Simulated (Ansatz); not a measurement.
**CH₂BFN₂: basis-set convergence**

One table from this session's results is given with a row withheld; the runs are named, their logs left out.

Program: Ansatz 0.2.0, Gaussian basis. Level of theory: one geometry, several basis sets. These are calculated values, not measurements.

The runs, in order: PBE0-D4/def2-SVP; ωB97M-V/def2-SVP; PBE0-D4/def2-QZVPP; ωB97M-V/def2-QZVPP; the functionals' def2-TZVPP values are taken from earlier runs.

## The geometry

An earlier PBE0-D4 in a triple-zeta def2 set relaxation fixed the geometry.

SMILES `FB1N=CN1`, 7 atoms, charge 0, spin multiplicity 1.

Atoms are counted from 1 here; the program's logs count them from 0.

Bond lengths: F1–B2 1.304 Å, B2–N3 1.477 Å, B2–N5 1.480 Å, N3–C4 1.291 Å, C4–N5 1.414 Å, C4–H6 1.092 Å, N5–H7 1.011 Å. Angles: F1–B2–N3 133.6°, F1–B2–N5 131.1°, N3–B2–N5 94.7°, B2–N3–C4 79.9°, N3–C4–N5 107.0°, N3–C4–H6 128.7°, N5–C4–H6 124.4°, B2–N5–C4 76.0°, B2–N5–H7 128.6°, C4–N5–H7 121.7°.

The first run:

Input file in.yaml:

```yaml
crystal:
  periodic: [false, false, false]
  atoms:
    - {symbol: F, position_ang: [0.939417, -1.815642, -0.882312]}
    - {symbol: B, position_ang: [0.234528, -0.915532, -0.254549]}
    - {symbol: N, position_ang: [-0.102733, -0.696093, 1.166982]}
    - {symbol: C, position_ang: [-0.321218, 0.486364, 0.697016]}
    - {symbol: N, position_ang: [-0.324240, 0.376211, -0.713102]}
    - {symbol: H, position_ang: [-0.471465, 1.420632, 1.242564]}
    - {symbol: H, position_ang: [0.106814, 1.076059, -1.302201]}
basis:
  gaussian: {orbitals: def2-SVP}
hamiltonian: {xc: pbe0, dispersion: d4}
output: {orbitals: {seedname: orbitals}}
```

Command:

```bash
$ ansatz run in.yaml --threads 2 --pin off --events-out ev --progress --plain --max-ram 4352MiB
```

Among the steps run: PBE0-D4 in def2-SVP; ωB97M-V in def2-SVP; PBE0-D4 in def2-QZVPP; ωB97M-V in def2-QZVPP.

One of the session's tables, all rows but one given; the rest of the session is left out.

It belongs to the step «Functionals by basis». 

```
functional       basis  HOMO (eV)
   PBE0-D4    def2-SVP      -7.46
   PBE0-D4  def2-TZVPP      -7.67
   PBE0-D4  def2-QZVPP      -7.71
   ωB97M-V    def2-SVP      -9.71
   ωB97M-V  def2-TZVPP      -9.95
   ωB97M-V  def2-QZVPP          ?
```

Q: Estimate the row for ωB97M-V, def2-QZVPP from the others.

As computed: HOMO (eV): -9.99. In the column «HOMO (eV)» it is the lowest.
